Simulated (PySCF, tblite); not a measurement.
# C4H8BNO: geometry, infrared bands and NMR shifts

Aim: predict the infrared bands and NMR shifts of C4H8BNO (`CC1=CB(N)OC1`).

Programs: tblite 0.8.0 and PySCF 2.14.0, with density-fitted response routines of our own. Each step states its level of theory. These are calculated values for one molecule in the gas phase, unless marked as measured. Atoms count from 0, in the outputs and in this text.

## 1. The starting structure

15 atoms, charge 0, multiplicity 1; geometry from: force field or distance geometry start.

Bonds of the start (Å): C0–C1 1.47, C1–C2 1.34, C2–B3 1.55, B3–N4 1.52, B3–O5 1.48, O5–C6 1.38, C6–C1 1.52, C0–H7 1.13, C0–H8 1.10, C0–H9 1.13, C2–H10 1.09, N4–H11 1.06, N4–H12 1.05, C6–H13 1.11, C6–H14 1.12.

## 2. Geometry optimisation with GFN2-xTB

Job settings and geometry (Å):

```
{"job": {"kind": "relax", "xc": "GFN2-xTB", "basis": "xTB"}, "charge": 0, "multiplicity": 1}
C     -2.190900     0.091900    -0.486200
C     -0.795400    -0.088200    -0.069000
C      0.220000    -0.508300    -0.842900
B      1.499300    -0.543800     0.023500
N      2.929700    -0.189300    -0.352700
O      0.979000    -0.440600     1.409200
C     -0.265600     0.156300     1.329900
H     -2.228300     0.980900    -1.175800
H     -2.530300    -0.799700    -1.038100
H     -2.825900     0.285200     0.422600
H      0.179200    -0.770100    -1.901900
H      3.253100     0.460200     0.413900
H      2.978500     0.395100    -1.218500
H     -0.205500     1.265400     1.422400
H     -1.001300    -0.287100     2.041400
```

Command:

```bash
> OMP_NUM_THREADS=1 python probes_run.py task.json out
```

This one command runs all jobs of the session in turn.

**Question.** This job is followed by: GFN2-xTB harmonic vibrations, gas phase; GIAO PBE0/pcSseg-1 NMR shielding, non-relativistic, gas phase. What will the session give for the following? strongest single infrared mode (GFN2-xTB); zero-point energy (GFN2-xTB); 13C shifts against TMS (PBE0/pcSseg-1); 1H shifts against TMS (PBE0/pcSseg-1, means over atoms taken as alike); 11B shifts against BF3·OEt2 (PBE0/pcSseg-1); 15N shifts against NH3 (PBE0/pcSseg-1); 17O shifts against H2O (PBE0/pcSseg-1).

As calculated:

| quantity | value |
| --- | --- |
| strongest single infrared mode (GFN2-xTB) | 1522 cm⁻¹, 228 km/mol |
| zero-point energy (GFN2-xTB) | 75.6 kcal/mol |
| 13C shifts against TMS (PBE0/pcSseg-1) | 173.8, 129.4, 82.3, 19.1 ppm |
| 1H shifts against TMS (PBE0/pcSseg-1, means over atoms taken as alike) | 5.90, 4.68, 2.67, 2.07 ppm |
| 11B shifts against BF3·OEt2 (PBE0/pcSseg-1) | 31.5 ppm |
| 15N shifts against NH3 (PBE0/pcSseg-1) | 61.6 ppm |
| 17O shifts against H2O (PBE0/pcSseg-1) | 134.6 ppm |

What this shows: The optimisation took 119 steps and gained 1.207 eV; among the close pairs (by a distance rule), B3–N4 changed most, from 1.521 to 1.395 Å. All 39 modes are real, so the xTB geometry is a minimum. The strongest single mode, at 1522 cm⁻¹, is carried by H12, H11, N4, B3. GFN2-xTB is a fitted tight-binding method: band positions and strengths are rough. Its intensities can rank the bands wrongly. At PBE0/pcSseg-1: The widest tensor belongs to C1: span 249 ppm, with a paramagnetic part of -252 ppm.
